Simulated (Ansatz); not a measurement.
# C₂HCl₂Si radical: one species, many methods

One table from this session's results is given with a row withheld; the runs are named, their logs left out.

Program: Ansatz 0.2.0, Gaussian basis. Level of theory: functionals in def2-TZVPP, the program's frozen cores in correlated methods. These are calculated values, not measurements.

Plan: LDA (SPW92), PBE-D4, revPBE-D4, BLYP-D4, r2SCAN-D4, B97M-V, PBE0-D4, B3LYP-D4, r2SCANh-D4, r2SCAN0-D4, HSE06-D4, BHLYP-D4, CAM-B3LYP-D4, LC-ωPBE, ωB97X-V, ωB97M-V, B2PLYP, PBE-QIDH; CCSD(T)/def2-SVP; CCSD(T)/def2-TZVPP; MP2/def2-QZVPP; extrapolation to the limit; RPA on PBE.

## Structure used throughout

An earlier PBE0-D4 in a triple-zeta def2 set relaxation fixed the geometry.

SMILES `[C]#C[SiH](Cl)Cl`, 6 atoms, charge 0, spin multiplicity 2.

Atoms are counted from 1 here; the program's logs count them from 0.

Bond lengths: C1–C2 1.211 Å, C2–Si3 1.812 Å, Si3–Cl4 2.033 Å, Si3–Cl5 2.033 Å, Si3–H6 1.471 Å. Angles: C1–C2–Si3 178.1°, C2–Si3–Cl4 108.9°, C2–Si3–Cl5 108.9°, C2–Si3–H6 110.8°, Cl4–Si3–Cl5 109.9°, Cl4–Si3–H6 109.2°, Cl5–Si3–H6 109.2°.

The first run:

Input file in.yaml:

```yaml
crystal:
  periodic: [false, false, false]
  atoms:
    - {symbol: C, position_ang: [1.596490, -1.791572, 0.821011]}
    - {symbol: C, position_ang: [0.833056, -0.930678, 0.442543]}
    - {symbol: Si, position_ang: [-0.309991, 0.379721, -0.068620]}
    - {symbol: Cl, position_ang: [-1.995563, -0.472227, -0.821264]}
    - {symbol: Cl, position_ang: [0.587493, 1.517658, -1.494476]}
    - {symbol: H, position_ang: [-0.669484, 1.233098, 1.074606]}
basis:
  gaussian: {orbitals: def2-TZVPP}
magnetization: {spin_polarized: true, initial_magnetization: 1}
hamiltonian: {xc: lda}
output: {orbitals: {seedname: orbitals}}
```

Run with:

```
$ ansatz run in.yaml --threads 4 --pin off --events-out ev --progress --plain --max-ram 10444MiB
```

Among the steps run: LDA; PBE-D4 (GGA); revPBE-D4 (GGA); BLYP-D4 (GGA); r2SCAN-D4 (meta-GGA); B97M-V (meta-GGA); PBE0-D4 (hybrid); B3LYP-D4 (hybrid); r2SCANh-D4 (hybrid); r2SCAN0-D4 (hybrid); HSE06-D4 (hybrid); BHLYP-D4 (hybrid); CAM-B3LYP-D4 (range-separated); LC-ωPBE (range-separated); ωB97X-V (range-separated); ωB97M-V (range-separated); B2PLYP (double hybrid); PBE-QIDH (double hybrid).

One of the session's tables, all rows but one given; the rest of the session is left out.

It belongs to the step «Orbital energies across the functionals». 

| functional | HOMO (eV) | LUMO (eV) | gap (eV) |
| --- | --- | --- | --- |
| LDA (SPW92) | -7.73 | -7.09 | 0.64 |
| PBE-D4 | -7.59 | -6.54 | 1.05 |
| revPBE-D4 | ? | ? | ? |
| BLYP-D4 | -7.41 | -6.67 | 0.74 |
| r2SCAN-D4 | -7.85 | -5.76 | 2.10 |
| B97M-V | -7.85 | -6.34 | 1.51 |
| PBE0-D4 | -8.87 | -5.19 | 3.67 |
| B3LYP-D4 | -8.61 | -5.81 | 2.80 |
| r2SCANh-D4 | -8.33 | -5.30 | 3.02 |
| r2SCAN0-D4 | -9.03 | -4.64 | 4.40 |
| HSE06-D4 | -8.46 | -5.59 | 2.87 |
| BHLYP-D4 | -9.96 | -4.13 | 5.83 |
| CAM-B3LYP-D4 | -10.23 | -4.29 | 5.94 |
| LC-ωPBE | -11.71 | -2.46 | 9.25 |
| ωB97X-V | -11.28 | -3.37 | 7.91 |
| ωB97M-V | -11.10 | -3.37 | 7.72 |

Estimate the missing values for revPBE-D4.

The run gave: HOMO (eV): -7.53; LUMO (eV): -6.35; gap (eV): 1.17. In the column «HOMO (eV)» it lies between PBE-D4 (-7.59) and BLYP-D4 (-7.41).
